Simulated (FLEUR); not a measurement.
SiNi3: equation of state with r2SCAN

SiNi3:

```
CELL_PARAMETERS angstrom
3.54200 0.00000 0.00000
0.00000 3.54200 0.00000
0.00000 0.00000 3.54200
ATOMIC_POSITIONS crystal
Ni 0.50000 0.50000 0.00000
Ni 0.50000 0.00000 0.50000
Ni 0.00000 0.50000 0.50000
Si 0.00000 0.00000 0.00000
```

| Quantity | Value |
| --- | --- |
| Program | FLEUR MaX-R8.1 (later development tree) |
| Task | equation of state |
| Functional | r2SCAN |
| Potentials or basis | all-electron |
| Basis | FLAPW |
| Kmax | 4.6 1/bohr |
| k mesh | 8 × 8 × 8 |
| Occupations | fermi-dirac, width 0.05 eV |
| Spin | collinear spin, program default start |
| Gmax | 14.3 1/bohr |
| Muffin-tin radii | Ni 2.13, Si 2.13 bohr |
| lmax | Ni 9, Si 9 |
| lnonsphr | Ni 9, Si 9 |
| Local orbitals a species | Ni 5, Si 4 |

```yaml
Equilibrium_volume: "10.40 Å³/atom (rough: see the caveat)"
Bulk_modulus: 237 GPa (rough)
```

Energy against volume, from the lowest point:
```csv
volume (Å³/atom),energy (meV/atom)
10.443,0.00
10.665,4.75
11.109,31.83
11.554,77.90
11.776,106.78
```

Caveat: the minimum lies outside the volumes run; the meta-GGA is that of a development version, with a GGA for the radial functions and cores and without core tails.
